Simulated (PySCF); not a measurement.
# C6H4O2: the cost of one run

Programs: PySCF 2.14.0, with routines of our own; each step states its level. All values are computed. Atoms count from 0.

## Step 1: The starting structure

12 atoms, charge -1, multiplicity 2; geometry from: GFN2-xTB.

## Step 2: Open-shell or spin-flip excitations: unrestricted TDA PBE0/def2-SVPD in toluene

What the job is given:

```
{"job": {"kind": "uabs", "xc": "PBE0", "basis": "def2-SVPD", "nstates": 10, "tda": true, "solvent": "toluene", "pol": false}, "charge": -1, "multiplicity": 2}
O      2.706225     0.189958    -0.034230
C      1.451830     0.101778    -0.018829
C      0.593131     1.256775     0.014237
C     -0.762028     1.161748     0.029896
C     -1.451689    -0.101859     0.013318
O     -2.706130    -0.189884     0.027275
C     -0.592957    -1.256975    -0.018743
C      0.762300    -1.161908    -0.033722
H      1.076625     2.228076     0.027161
H     -1.376017     2.056036     0.055498
H     -1.076527    -2.228307    -0.031048
H      1.376434    -2.056124    -0.056839
```

With the program's defaults for keys left out, this is: unrestricted TDA PBE0/def2-SVPD, vertical, IEF-PCM toluene (non-equilibrium linear response), core orbitals frozen in the response.

Run with:

```
$ OMP_NUM_THREADS=1 python excited_run.py task.json out
```

One launch serves the whole session: the jobs run in the order shown.

Q: Estimate the wall time and peak memory of this first job on 1 thread of Arm Neoverse N1, shared host.

About 71 s, with a peak of 0.69 GiB.
